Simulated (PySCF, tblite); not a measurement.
**C₇H₁₂SSi: geometry, infrared bands, NMR shifts, electronic excitations and core binding energies, part 1 of 2**

Aim: predict the infrared bands, NMR shifts, electronic excitations and core binding energies of C₇H₁₂SSi (`C=CC(C=C)/C=C/S[SiH3]`).

Programs: tblite 0.8.0 and PySCF 2.14.0, with density-fitted response routines of our own. Each step states its level of theory. These are calculated values for one molecule in the gas phase, unless marked as measured. Atoms are numbered from 0 throughout.

## Step 1: The molecule as given

21 atoms, charge 0, multiplicity 1; geometry from: force field or distance geometry start.

Bonds of the start (Å): C0–C1 1.30, C1–C2 1.45, C2–C3 1.45, C3–C4 1.30, C2–C5 1.50, C5–C6 1.32, C6–S7 1.81, S7–Si8 2.13, C0–H9 1.07, C0–H10 1.12, C1–H11 1.15, C2–H12 1.18, C3–H13 1.14, C4–H14 1.05, C4–H15 1.13, C5–H16 1.09, C6–H17 1.08, Si8–H18 1.46, Si8–H19 1.47, Si8–H20 1.49.

## Step 2: Optimising the geometry with GFN2-xTB

What the job is given:

```
{"job": {"kind": "relax", "xc": "GFN2-xTB", "basis": "xTB"}, "charge": 0, "multiplicity": 1}
C     -2.599000    -1.512800     0.465700
C     -1.775800    -0.922000    -0.349500
C     -0.946000     0.260000    -0.286700
C     -1.212100     1.301000     0.687300
C     -1.885100     1.367900     1.801500
C      0.514100    -0.069900    -0.410000
C      1.096100     0.112100    -1.582600
S      2.853900    -0.265500    -1.773500
Si     3.872800    -0.342600     0.097600
H     -2.935200    -1.245800     1.444200
H     -3.076900    -2.451700     0.085200
H     -1.658100    -1.502300    -1.329900
H     -1.223000     0.818800    -1.289800
H     -0.681200     2.281300     0.428800
H     -2.478000     0.666900     2.320100
H     -1.859700     2.371400     2.330200
H      1.026800    -0.432600     0.476700
H      0.587000     0.471900    -2.465400
H      3.529500    -1.530200     0.878800
H      5.312200    -0.278300    -0.192600
H      3.528800     0.919600     0.818100
```

The run is started by

```
$ OMP_NUM_THREADS=1 python probes_run.py task.json out
```

One launch serves the whole session: the jobs run in the order shown.

Standard output:

```text
step      E/eV     max force
  0    -706.91258    2.915
  1    -707.34822    1.269
  2    -707.40753    1.023
  3    -707.45440    0.569
  4    -707.51042    0.407
  5    -707.53745    0.435
  6    -707.56013    0.389
  7    -707.57486    0.406
  8    -707.58703    0.333
  9    -707.59577    0.277
 10    -707.60072    0.141
 11    -707.60388    0.167
 12    -707.60776    0.165
 13    -707.61208    0.199
 14    -707.61549    0.138
 15    -707.61807    0.109
 16    -707.62050    0.128
 17    -707.62292    0.184
 18    -707.62493    0.158
 19    -707.62628    0.084
 20    -707.62750    0.110
 21    -707.62890    0.143
 22    -707.63025    0.124
 23    -707.63116    0.094
 24    -707.63166    0.044
 25    -707.63210    0.086
 26    -707.63272    0.106
 27    -707.63353    0.109
 28    -707.63442    0.099
 29    -707.63532    0.079
 30    -707.63627    0.096
 31    -707.63723    0.113
 32    -707.63820    0.087
 33    -707.63920    0.087
 34    -707.64028    0.117
 35    -707.64140    0.110
 36    -707.64238    0.077
 37    -707.64302    0.058
 38    -707.64351    0.064
 39    -707.64410    0.074
 40    -707.64479    0.072
 41    -707.64537    0.070
 42    -707.64574    0.041
 43    -707.64603    0.047
 44    -707.64644    0.054
 45    -707.64713    0.089
 46    -707.64804    0.103
 47    -707.64881    0.067
 48    -707.64922    0.052
 49    -707.64944    0.042
 50    -707.64965    0.042
 51    -707.64989    0.040
 52    -707.65012    0.036
 53    -707.65031    0.038
 54    -707.65048    0.039
 55    -707.65070    0.048
 56    -707.65102    0.051
 57    -707.65140    0.046
 58    -707.65179    0.047
 59    -707.65216    0.059
 60    -707.65260    0.062
 61    -707.65320    0.067
 62    -707.65398    0.074
 63    -707.65485    0.077
 64    -707.65581    0.094
 65    -707.65709    0.112
 66    -707.65894    0.124
 67    -707.66156    0.147
 68    -707.66535    0.212
 69    -707.66932    0.300
 70    -707.66639    0.556
 71    -707.68288    0.319
 72    -707.69148    0.200
 73    -707.69458    0.711
 74    -707.70855    0.252
 75    -707.71609    0.191
 76    -707.72585    0.508
 77    -707.73666    0.244
 78    -707.74829    0.249
 79    -707.76932    0.376
 80    -707.77906    0.851
 81    -707.79000    0.449
 82    -707.79724    0.422
 83    -707.80852    0.190
 84    -707.81623    0.179
 85    -707.82069    0.200
 86    -707.82572    0.123
 87    -707.82586    0.425
 88    -707.83113    0.119
 89    -707.83330    0.098
 90    -707.83827    0.126
 91    -707.84202    0.156
 92    -707.84549    0.158
 93    -707.84793    0.102
 94    -707.84953    0.071
 95    -707.85084    0.072
 96    -707.85187    0.063
 97    -707.85273    0.065
 98    -707.85367    0.068
 99    -707.85456    0.068
100    -707.85556    0.070
101    -707.85644    0.055
102    -707.85724    0.054
103    -707.85795    0.048
104    -707.85842    0.058
105    -707.85875    0.064
106    -707.85896    0.048
107    -707.85922    0.028
108    -707.85944    0.037
109    -707.85989    0.055
110    -707.86029    0.053
111    -707.86066    0.046
112    -707.86095    0.039
113    -707.86125    0.041
114    -707.86160    0.038
115    -707.86194    0.035
116    -707.86218    0.028
117    -707.86234    0.026
118    -707.86248    0.025
119    -707.86262    0.025
120    -707.86279    0.024
121    -707.86296    0.023
122    -707.86313    0.036
123    -707.86331    0.031
124    -707.86353    0.042
125    -707.86381    0.042
126    -707.86408    0.037
127    -707.86445    0.039
128    -707.86482    0.057
129    -707.86513    0.066
130    -707.86542    0.063
131    -707.86574    0.055
132    -707.86610    0.037
133    -707.86642    0.035
134    -707.86665    0.038
135    -707.86680    0.044
136    -707.86692    0.029
137    -707.86703    0.039
138    -707.86716    0.023
139    -707.86733    0.021
140    -707.86747    0.024
141    -707.86765    0.027
142    -707.86788    0.035
143    -707.86824    0.055
144    -707.86883    0.067
145    -707.86853    0.209
146    -707.87021    0.072
147    -707.87099    0.063
148    -707.86933    0.308
149    -707.87315    0.093
150    -707.87415    0.078
151    -707.87322    0.350
152    -707.87698    0.065
153    -707.87844    0.060
154    -707.87754    0.356
155    -707.88220    0.088
156    -707.88336    0.069
157    -707.88518    0.214
158    -707.88734    0.112
159    -707.88979    0.078
160    -707.89374    0.074
161    -707.89511    0.106
162    -707.89584    0.088
163    -707.89713    0.071
164    -707.89855    0.092
165    -707.89976    0.095
166    -707.90064    0.062
167    -707.90120    0.082
168    -707.90162    0.043
169    -707.90199    0.055
170    -707.90224    0.042
171    -707.90249    0.033
172    -707.90298    0.038
173    -707.90332    0.056
174    -707.90378    0.067
175    -707.90415    0.061
176    -707.90464    0.053
177    -707.90524    0.058
178    -707.90592    0.066
179    -707.90647    0.077
180    -707.90680    0.098
181    -707.90707    0.049
182    -707.90735    0.036
183    -707.90765    0.054
184    -707.90784    0.056
185    -707.90820    0.045
186    -707.90849    0.031
187    -707.90872    0.031
188    -707.90891    0.030
189    -707.90911    0.038
190    -707.90936    0.039
191    -707.90967    0.032
192    -707.91003    0.037
193    -707.91039    0.039
194    -707.91075    0.037
195    -707.91109    0.042
196    -707.91139    0.064
197    -707.91162    0.035
198    -707.91183    0.037
199    -707.91207    0.032
200    -707.91237    0.026
201    -707.91258    0.022
202    -707.91279    0.024
203    -707.91294    0.028
204    -707.91309    0.033
205    -707.91328    0.034
206    -707.91358    0.045
207    -707.91398    0.047
208    -707.91440    0.043
209    -707.91469    0.039
210    -707.91485    0.038
211    -707.91496    0.027
212    -707.91507    0.031
213    -707.91529    0.033
214    -707.91542    0.032
215    -707.91561    0.025
216    -707.91575    0.039
217    -707.91589    0.026
218    -707.91602    0.027
219    -707.91615    0.027
220    -707.91630    0.029
221    -707.91646    0.029
222    -707.91658    0.029
223    -707.91666    0.022
224    -707.91672    0.015
225    -707.91678    0.016
226    -707.91682    0.013
227    -707.91685    0.009
```

Wall time 3.9 s (1 thread of Arm Neoverse N1, shared host); peak memory 0.18 GiB.

Step by step: (not every step is listed)

```tsv
step	energy from step 0 (eV)	largest force (eV/Å)
0	0.0000	2.9155
1	-0.4356	1.2688
2	-0.4949	1.0229
3	-0.5418	0.5691
4	-0.5978	0.4067
5	-0.6249	0.4352
6	-0.6475	0.3891
7	-0.6623	0.4057
8	-0.6744	0.3331
29	-0.7227	0.0793
50	-0.7371	0.0424
71	-0.7703	0.3188
92	-0.9329	0.1584
113	-0.9487	0.0412
134	-0.9541	0.0382
155	-0.9696	0.0877
176	-0.9921	0.0530
197	-0.9990	0.0348
218	-1.0034	0.0268
222	-1.0040	0.0293
223	-1.0041	0.0224
224	-1.0041	0.0149
225	-1.0042	0.0163
226	-1.0042	0.0131
227	-1.0043	0.0094
```

Distances of close pairs at the start and the end, largest changes first:

```tsv
bond	before (Å)	after (Å)	change (Å)
C2–H12	1.181	1.098	-0.083
C1–H11	1.145	1.083	-0.063
C3–H13	1.144	1.082	-0.062
C1–C2	1.446	1.505	+0.059
C2–C3	1.450	1.510	+0.059
C4–H15	1.135	1.077	-0.058
C6–S7	1.808	1.756	-0.052
C0–H10	1.120	1.077	-0.043
```

The next job starts from the end point, and lists it.

## Step 3: Harmonic vibrations with GFN2-xTB

What the job is given:

```
{"job": {"kind": "ir", "xc": "GFN2-xTB", "basis": "xTB"}, "charge": 0, "multiplicity": 1}
C     -1.399887    -1.939616     0.200198
C     -1.903255    -0.751799    -0.075383
C     -1.119995     0.452463    -0.524082
C     -1.458604     1.679033     0.288031
C     -1.901120     1.654706     1.531152
C      0.365653     0.240003    -0.430091
C      1.173487     0.252348    -1.478086
S      2.912703     0.011324    -1.486232
Si     3.400499    -0.684831     0.488523
H     -0.344321    -2.144080     0.130819
H     -2.025379    -2.763426     0.499960
H     -2.970121    -0.580252    -0.005912
H     -1.382749     0.649678    -1.571860
H     -1.267695     2.621397    -0.208026
H     -2.083445     0.729232     2.052461
H     -2.105561     2.559279     2.078435
H      0.744367     0.086578     0.571178
H      0.808225     0.426925    -2.479201
H      2.553016    -1.834442     0.780300
H      4.800472    -1.039284     0.341585
H      3.194791     0.391708     1.450462
```

Standard output:

```text
mode    cm-1     km/mol
  1      23.1      2.49
  2      47.1      0.11
  3      59.2      0.47
  4      78.2      0.25
  5     111.6      1.28
  6     164.9      0.31
  7     180.2      1.70
  8     206.3      0.60
  9     227.0      0.86
 10     299.9      0.33
 11     336.7      0.89
 12     377.3      0.87
 13     490.7     10.68
 14     498.6     29.55
 15     514.9     16.45
 16     530.1     53.45
 17     572.2     34.68
 18     646.0      6.94
 19     689.0      0.72
 20     722.4      6.74
 21     759.0    277.11
 22     763.6    308.93
 23     781.4    141.59
 24     801.6     65.66
 25     894.8     15.83
 26     897.1      9.14
 27     926.3      4.27
 28     980.0      1.52
 29     985.7     20.29
 30    1012.8      2.65
 31    1022.0     21.01
 32    1032.0      6.01
 33    1088.0     12.82
 34    1132.5      5.45
 35    1178.3      2.35
 36    1251.2     13.62
 37    1259.6      1.48
 38    1277.2      2.43
 39    1291.3      2.96
 40    1299.7      8.71
 41    1406.7      1.36
 42    1410.3      1.14
 43    1664.1     32.71
 44    1708.0     18.63
 45    1715.9     13.71
 46    2302.8    300.93
 47    2312.8    123.54
 48    2372.9    192.89
 49    2897.4     30.77
 50    3050.2     42.22
 51    3058.2     32.42
 52    3061.7     29.03
 53    3076.6     20.60
 54    3101.0     18.68
 55    3102.3     18.79
 56    3124.4     59.95
 57    3125.5     50.89
```

It took 1.8 s on 1 thread of Arm Neoverse N1, shared host; peak memory 0.18 GiB.

Which atoms move in the most intense modes:

```tsv
cm⁻¹	km/mol	atoms
759	277.1	H19 42 %, H18 37 %
764	308.9	H19 37 %, H20 30 %, H18 22 %
781	141.6	H20 53 %, H18 35 %
802	65.7	C6 48 %, S7 18 %
2303	300.9	H20 72 %, H18 24 %
2313	123.5	H18 73 %, H20 25 %
2373	192.9	H19 97 %
3124	60.0	H10 51 %, H9 38 %
```

## Step 4: Optimising the geometry at PBE0-D3(BJ)/def2-SVP

What the job is given:

```
{"job": {"xc": "PBE0", "basis": "def2-SVP", "d3": "d3bj", "grid": 1, "shake": 0.01, "kind": "geom"}, "charge": 0, "multiplicity": 1}
C     -1.379480    -1.965170     0.204380
C     -1.908930    -0.756330    -0.077540
C     -1.140190     0.450140    -0.532730
C     -1.425370     1.681290     0.284500
C     -1.903930     1.648030     1.520600
C      0.361740     0.244820    -0.432480
C      1.183060     0.250350    -1.477840
S      2.928160     0.016780    -1.491280
Si     3.398670    -0.679430     0.507870
H     -0.347020    -2.146520     0.140840
H     -2.034240    -2.766340     0.508790
H     -2.964320    -0.579340     0.000790
H     -1.411030     0.659890    -1.581460
H     -1.284380     2.624160    -0.201020
H     -2.087890     0.718470     2.052720
H     -2.106090     2.573330     2.085910
H      0.746310     0.097690     0.569120
H      0.798970     0.432770    -2.473380
H      2.550870    -1.842270     0.782590
H      4.775530    -1.032380     0.346500
H      3.178400     0.392320     1.440820
```

Standard output:

```text
step   0  E = -960.59191767  max force = 0.038970
step   1  E = -960.60006584  max force = 0.009428
step   2  E = -960.60032303  max force = 0.003163
step   3  E = -960.60045186  max force = 0.004758
step   4  E = -960.60061760  max force = 0.001269
step   5  E = -960.60064019  max force = 0.001259
step   6  E = -960.60070372  max force = 0.000808
step   7  E = -960.60074397  max force = 0.001066
step   8  E = -960.60075942  max force = 0.000946
step   9  E = -960.60077442  max force = 0.000512
step  10  E = -960.60077673  max force = 0.000105
optimisation converged
```

Wall time 6.7 min (1 thread of Arm Neoverse N1, shared host); peak memory 0.88 GiB.

Along the way:

```tsv
step	energy from step 0 (eV)	largest force component (eV/Å)
0	0.0000	2.0039
1	-0.2217	0.4848
2	-0.2287	0.1626
3	-0.2322	0.2447
4	-0.2367	0.0653
5	-0.2374	0.0647
6	-0.2391	0.0415
7	-0.2402	0.0548
8	-0.2406	0.0486
9	-0.2410	0.0263
10	-0.2411	0.0054
```

Close pairs (by a distance rule), those that changed most:

```tsv
bond	before (Å)	after (Å)	change (Å)
Si8–H19	1.431	1.490	+0.059
Si8–H20	1.438	1.493	+0.055
C0–H9	1.050	1.094	+0.044
Si8–H18	1.465	1.493	+0.028
C3–H13	1.070	1.096	+0.026
C1–H11	1.073	1.097	+0.024
S7–Si8	2.169	2.149	-0.019
C0–C1	1.349	1.333	-0.017
```

The final coordinates are the input of the step that follows.

```tsv
at the end point	value
point group (found at 0.08 Å tolerance)	C1
rotational constants (GHz, main isotopes)	1.800, 0.537, 0.521
dipole moment (D)	0.99
```

## Step 5: NMR shieldings: PBE0/pcSseg-1

What the job is given:

```
{"job": {"kind": "nmr", "xc": "PBE0", "basis": "pcSseg-1"}, "charge": 0, "multiplicity": 1}
C     -1.507446    -1.982172     0.086314
C     -1.941285    -0.737131    -0.109683
C     -1.091056     0.457861    -0.451551
C     -1.375344     1.654914     0.428059
C     -1.989112     1.624141     1.611507
C      0.386275     0.173660    -0.413127
C      1.187476     0.247598    -1.481613
S      2.922024    -0.033336    -1.596452
Si     3.459973    -0.615121     0.401423
H     -0.446395    -2.240121     0.017786
H     -2.205091    -2.793009     0.310414
H     -3.015808    -0.527884    -0.040133
H     -1.348718     0.753401    -1.487196
H     -0.988017     2.606362     0.045529
H     -2.371146     0.691241     2.036887
H     -2.126064     2.534846     2.199932
H      0.781182    -0.083641     0.577070
H      0.769368     0.512240    -2.459757
H      2.722643    -1.842291     0.826248
H      4.921084    -0.888666     0.306214
H      3.197097     0.474797     1.387158
```

Level: GIAO PBE0/pcSseg-1 NMR shielding, non-relativistic, gas phase.

Standard output:

```text
coarse grid: 18296 points
cycle   1  E = -960.8247783688  dE =  8.410e-01  |g| = 3.999e-01  |ddm| = 4.209e+00
cycle   2  E = -960.8269643217  dE = -2.186e-03  |g| = 4.012e-01  |ddm| = 8.030e-01
cycle   3  E = -960.8695754051  dE = -4.261e-02  |g| = 6.813e-02  |ddm| = 4.318e-01
cycle   4  E = -960.8703603425  dE = -7.849e-04  |g| = 4.216e-02  |ddm| = 1.082e-01
cycle   5  E = -960.8708088356  dE = -4.485e-04  |g| = 7.876e-03  |ddm| = 4.258e-02
cycle   6  E = -960.8708214561  dE = -1.262e-05  |g| = 4.025e-03  |ddm| = 1.133e-02
cycle   7  E = -960.8708254264  dE = -3.970e-06  |g| = 8.167e-04  |ddm| = 3.932e-03
final grid: 166592 points
cycle   8  E = -960.9286864442  dE = -4.462e-05  |g| = 9.092e-03  |ddm| = 4.343e-02
cycle   9  E = -960.9286711438  dE =  1.530e-05  |g| = 1.156e-02  |ddm| = 2.210e-02
cycle  10  E = -960.9287073813  dE = -3.624e-05  |g| = 2.214e-03  |ddm| = 1.492e-02
cycle  11  E = -960.9287086652  dE = -1.284e-06  |g| = 3.825e-04  |ddm| = 2.234e-03
cycle  12  E = -960.9287086975  dE = -3.227e-08  |g| = 1.435e-04  |ddm| = 5.117e-04
cycle  13  E = -960.9287087028  dE = -5.336e-09  |g| = 3.407e-05  |ddm| = 1.803e-04
cycle  14  E = -960.9287087031  dE = -2.815e-10  |g| = 1.173e-05  |ddm| = 5.169e-05
converged SCF energy = -960.9287087031

GIAO shielding tensors (ppm)
atom      isotropic    diamagn.    paramagn.     s11        s22        s33       span
  0 C       59.314     256.544    -197.230    -55.972     68.213    165.700    221.672
  1 C       36.111     256.732    -220.622    -83.946     41.533    150.745    234.691
  2 C      130.978     245.933    -114.955    121.528    130.539    140.866     19.338
  3 C       35.209     257.391    -222.182    -89.034     46.493    148.168    237.203
  4 C       61.756     255.631    -193.875    -51.201     70.456    166.013    217.214
  5 C       48.942     260.760    -211.818    -55.107     63.214    138.718    193.825
  6 C       51.750     258.358    -206.607    -49.396     63.413    141.233    190.628
  7 S      605.946    1057.187    -451.241    402.330    564.523    850.985    448.656
  8 Si     410.729     878.843    -468.114    362.656    409.440    460.093     97.437
  9 H       25.772      33.714      -7.942     23.652     23.826     29.839      6.187
 10 H       25.712      28.562      -2.850     23.413     24.767     28.956      5.543
 11 H       25.039      31.200      -6.161     23.370     24.433     27.313      3.943
 12 H       27.892      33.080      -5.188     25.313     27.010     31.352      6.039
 13 H       25.252      31.863      -6.612     22.912     24.393     28.449      5.537
 14 H       25.933      32.346      -6.413     22.580     24.547     30.671      8.091
 15 H       25.878      28.364      -2.485     23.261     25.058     29.317      6.056
 16 H       26.353      37.623     -11.270     23.298     24.267     31.493      8.195
 17 H       25.288      32.814      -7.526     21.244     25.613     29.007      7.763
 18 H       26.595      29.579      -2.984     23.198     24.917     31.671      8.473
 19 H       26.769      27.072      -0.303     23.333     24.353     32.621      9.287
 20 H       26.611      29.358      -2.747     23.358     24.727     31.748      8.390
```

Wall time 90 s (1 thread of Arm Neoverse N1, shared host); peak memory 1.1 GiB.

The references, computed at this level on geometries of the same kind, shield at (ppm): 1H TMS 31.27, 13C TMS 184.4, 29Si TMS 352.0, 33S CS2 496. Their shielding less the atom's gives the shift. The references are single molecules in the gas phase. Atoms listed in one row are averaged.

```tsv
atoms	environment	σ (ppm)	δ (ppm)	δ scaled to CDCl3
C1, C3	alkene CH	35.7	148.7	143.9
C5	alkene CH	48.9	135.5	131.0
C6	alkene CH	51.8	132.7	124.7
C0, C4	terminal =CH2 carbon	60.5	123.9	119.8
C2	allylic sp3 CH	131.0	53.4	51.4
H11, H13	hydrogen on an alkene CH	25.15	6.12	6.02
H17	hydrogen on an alkene CH	25.29	5.98	5.88
H10, H15	hydrogen on a terminal =CH2 carbon	25.80	5.47	5.40
H9, H14	hydrogen on a terminal =CH2 carbon	25.85	5.41	5.35
H16	hydrogen on an alkene CH	26.35	4.91	4.87
H18, H19, H20	hydrogen on a silicon bonded to S	26.66	4.61	–
H12	hydrogen on an allylic sp3 CH	27.89	3.38	3.41
S7	sulfur bonded to C, Si	606	-110	–
Si8	silicon bonded to S, 3 H	410.7	-58.7	–
```

The scaled column applies a straight-line fit of computed shieldings to shifts measured in CDCl3, with any fitted terms for Cl, Br or S neighbours (root-mean-square error 0.21 ppm for H, 2.0 ppm for C).

Charges from the same density, by scheme (e):

```tsv
atoms	Mulliken	IAO	Hirshfeld	ESP fit
C0, C4	-0.15	-0.32	-0.10	-0.46
C1, C3	-0.18	-0.13	-0.04	-0.13
C2	-0.20	-0.12	-0.02	0.10
C5	-0.16	-0.16	-0.05	-0.23
C6	-0.21	-0.26	-0.06	-0.21
S7	-0.18	-0.09	-0.06	-0.20
Si8	0.40	0.51	0.29	0.31
```

Mayer bond orders: C0–C1 2.00, C1–C2 1.00, C2–C3 1.01, C3–C4 1.98, C2–C5 0.99, C5–C6 1.81, C6–S7 1.07, S7–Si8 0.94.

(Continued in part 2 of 2.)
